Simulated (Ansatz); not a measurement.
# H2SeS2 (SMILES S[Se]S): single points off equilibrium

The task here is to estimate one member of a computed series from the others.

The runs use Ansatz 0.2.0, Gaussian basis; single points in def2-TZVPP.

Correlated methods freeze the cores. Filled d shells of the heavier atoms are correlated.

## The system as given

5 atoms, charge 0, spin multiplicity 1.

Atoms are counted from 1 here; the program's logs count them from 0.

Bond lengths: S1–Se2 2.242 Å, S1–H4 1.231 Å, Se2–S3 2.359 Å, S3–H5 1.465 Å. Angles: Se2–S1–H4 93.6°, S1–Se2–S3 104.4°, Se2–S3–H5 91.4°.

Geometry (Å):

```xyz
5
charge 0, multiplicity 1
S    -1.6751   -0.4281   -0.7525
Se   -0.4737    1.0404    0.4427
S     1.6519    0.0369    0.6363
H    -1.8832   -1.1623    0.2139
H     2.0628    0.5741   -0.6637
```

Set-up of the first run:

Contents of run/in.yaml:

```yaml
crystal:
  periodic: [false, false, false]
  atoms:
    - {symbol: S, position_ang: [-1.675100, -0.428100, -0.752500]}
    - {symbol: Se, position_ang: [-0.473700, 1.040400, 0.442700]}
    - {symbol: S, position_ang: [1.651900, 0.036900, 0.636300]}
    - {symbol: H, position_ang: [-1.883200, -1.162300, 0.213900]}
    - {symbol: H, position_ang: [2.062800, 0.574100, -0.663700]}
basis:
  gaussian: {orbitals: def2-TZVPP}
correlation: {method: ccsd_t}
output: {forces: true}
```

No record of the launch command was kept for these runs.

Among the steps run: CCSD(T)/def2-TZVPP; PBE0-D4/def2-TZVPP; wB97M-V/def2-TZVPP; r2SCAN-D4/def2-TZVPP; PBE-D4/def2-TZVPP; SPW92/def2-TZVPP; wB97X-V/def2-TZVPP.

One table of the session follows, with a row left open; its other results are not shown here.

```
   method  RMS force component (eV/Å)  angle to CCSD(T) forces (°)  dipole (D)
  CCSD(T)                       1.748                    reference        0.27
  PBE0-D4                           ?                            ?           ?
  wB97M-V                       1.804                          3.6        0.25
r2SCAN-D4                       1.783                          2.2        0.32
   PBE-D4                       1.786                          6.6        0.31
    SPW92                       1.854                          7.2        0.34
  wB97X-V                       1.867                          5.1        0.24
```

**Question.** Estimate the row for PBE0-D4.

As computed: RMS force component (eV/Å): 1.829; angle to CCSD(T) forces (°): 3.3; dipole (D): 0.28. In the column «RMS force component (eV/Å)» it lies between wB97M-V (1.804) and SPW92 (1.854).
